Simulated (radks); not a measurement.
# He⁺ in 2p1: an all-electron calculation

One table from this session's results is given with a row withheld; the runs are named, their logs left out.

Method: scalar-relativistic Kohn-Sham, LDA (Slater exchange, VWN5 correlation), spin-polarised, spherical densities, point nucleus; open shells are filled with parallel spins first. Code: radks (a radial shooting solver on a logarithmic mesh, Libxc functionals) version 1.

## The atom as given

```
element       : helium (Z = 2)
charge        : +1
electrons     : 1
configuration : 2p1
```

Outer shells as boxes (Hund's rule):

He⁺
```
2p [↑ ][  ][  ]
```

Set-up of the first run:

Input:

```text
Z 2
configuration 2p1 1s0 3p0
relativity scalar-relativistic
functional lda,vwn5
spin polarised
nucleus point
c 137.035999084
```

Among the steps run: Self-consistent calculation.

One of the session's tables, all rows but one given; the rest of the session is left out.

It belongs to the step «Radial structure». Radial density 4πr²ρ:

| r (bohr) | 4πr²ρ (e/bohr) |
| --- | --- |
| 0.0825 | 4.769e-05 |
| 0.115 | 0.0001662 |
| 0.158 | 0.0005487 |
| 0.219 | 0.001806 |
| 0.301 | 0.005524 |
| 0.418 | 0.01631 |
| 0.581 | ? |
| 0.800 | 0.1034 |
| 1.11 | 0.2093 |
| 1.54 | 0.3341 |
| 2.12 | 0.3836 |
| 2.95 | 0.2814 |
| 4.06 | 0.1132 |
| 5.63 | 0.01899 |
| 7.82 | 0.001008 |

Q: Estimate the row for r (bohr) = 0.581 from the others.

Worked estimate for «4πr²ρ (e/bohr)». A straight line through the neighbours (0.418, 0.01631) and (0.800, 0.1034) gives 0.01631 + (0.1034 − 0.01631) × (0.581 − 0.418) / (0.800 − 0.418) = 0.05347; a parabola fitted to 4 rows on both sides gives 0.04768.

As computed: 4πr²ρ (e/bohr): 0.04410. In «4πr²ρ (e/bohr)» the line misses by +0.00937 and the parabola by +0.00358.
